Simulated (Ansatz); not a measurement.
# C2H3BO: vertical ionisation energy

One table from this session's results is given with a row withheld; the runs are named, their logs left out.

Program: Ansatz 0.2.0, Gaussian basis. Level of theory: unrestricted cation, the program's frozen cores in correlated methods. These are calculated values, not measurements.

Plan: UKS PBE-D4/def2-TZVPP; UKS r2SCAN-D4/def2-TZVPP; UKS PBE0-D4/def2-TZVPP; UKS B3LYP-D4/def2-TZVPP; UKS wB97X-V/def2-TZVPP; UKS wB97M-V/def2-TZVPP; UKS B2PLYP/def2-TZVPP; UHF-CCSD(T)/def2-TZVPP; UHF-MP2/def2-QZVPP; extrapolation to the limit; then −ε(HOMO) from the neutral's earlier runs with LDA (SPW92), PBE-D4, revPBE-D4, BLYP-D4, r2SCAN-D4, B97M-V, PBE0-D4, B3LYP-D4, r2SCANh-D4, r2SCAN0-D4, HSE06-D4, BHLYP-D4, CAM-B3LYP-D4, LC-ωPBE, ωB97X-V, ωB97M-V.

**Structure used throughout**

An earlier PBE0-D4 in a triple-zeta def2 set relaxation fixed the geometry.

SMILES `OC1=CB1`, 7 atoms, charge 0, spin multiplicity 1.

Atoms are counted from 1 here; the program's logs count them from 0.

Bond lengths: O1–C2 1.325 Å, O1–H5 0.963 Å, C2–C3 1.346 Å, C2–B4 1.470 Å, C3–B4 1.469 Å, C3–H6 1.081 Å, B4–H7 1.183 Å. Angles: C2–O1–H5 108.8°, O1–C2–C3 138.0°, O1–C2–B4 159.3°, C3–C2–B4 62.7°, C2–C3–B4 62.8°, C2–C3–H6 141.1°, B4–C3–H6 156.1°, C2–B4–C3 54.5°, C2–B4–H7 153.9°, C3–B4–H7 151.6°.

Geometry (Å):

```
O    -1.6889    0.2663    0.0388
C    -0.3818    0.0558   -0.0016
C     0.5821   -0.4074    0.8151
B     0.9883    0.0131   -0.5330
H    -1.9720    0.6236   -0.8094
H     0.7241   -0.7951    1.8136
H     1.8094    0.1758   -1.3692
```

Set-up of the first run:

The input, in.yaml:

```yaml
crystal:
  periodic: [false, false, false]
  atoms:
    - {symbol: O, position_ang: [-1.688924, 0.266273, 0.038773]}
    - {symbol: C, position_ang: [-0.381752, 0.055752, -0.001555]}
    - {symbol: C, position_ang: [0.582144, -0.407391, 0.815067]}
    - {symbol: B, position_ang: [0.988273, 0.013056, -0.532964]}
    - {symbol: H, position_ang: [-1.971978, 0.623607, -0.809438]}
    - {symbol: H, position_ang: [0.724067, -0.795103, 1.813584]}
    - {symbol: H, position_ang: [1.809372, 0.175806, -1.369167]}
basis:
  gaussian: {orbitals: def2-TZVPP}
total_charge: 1
magnetization: {spin_polarized: true, initial_magnetization: 1}
hamiltonian: {xc: pbe, dispersion: d4}
```

Command:

```console
> ansatz run in.yaml --threads 2 --pin off --events-out ev --progress --plain --max-ram 4352MiB
```

Steps of the session up to this table: Cation, UKS PBE-D4/def2-TZVPP; Cation, UKS r2SCAN-D4/def2-TZVPP; Cation, UKS PBE0-D4/def2-TZVPP; Cation, UKS B3LYP-D4/def2-TZVPP; Cation, UKS wB97X-V/def2-TZVPP; Cation, UKS wB97M-V/def2-TZVPP; Cation, UKS B2PLYP (frozen core)/def2-TZVPP; Cation, UHF-CCSD(T)/def2-TZVPP; Cation, UHF-MP2/def2-QZVPP.

One of the session's tables, all rows but one given; the rest of the session is left out.

For comparison, −ε(HOMO) of the neutral from earlier runs:

```
  functional  −ε(HOMO) (eV)
 LDA (SPW92)           6.78
      PBE-D4           6.66
   revPBE-D4           6.60
     BLYP-D4           6.56
   r2SCAN-D4           6.91
      B97M-V           7.01
     PBE0-D4           8.04
    B3LYP-D4           7.84
  r2SCANh-D4           7.43
  r2SCAN0-D4           8.21
    HSE06-D4           7.64
    BHLYP-D4           9.27
CAM-B3LYP-D4           9.48
     LC-ωPBE          10.84
     ωB97X-V          10.46
     ωB97M-V              ?
```

Q: Estimate the row for ωB97M-V from the others.

As computed: −ε(HOMO) (eV): 10.34. In the column «−ε(HOMO) (eV)» it lies between CAM-B3LYP-D4 (9.48) and ωB97X-V (10.46).
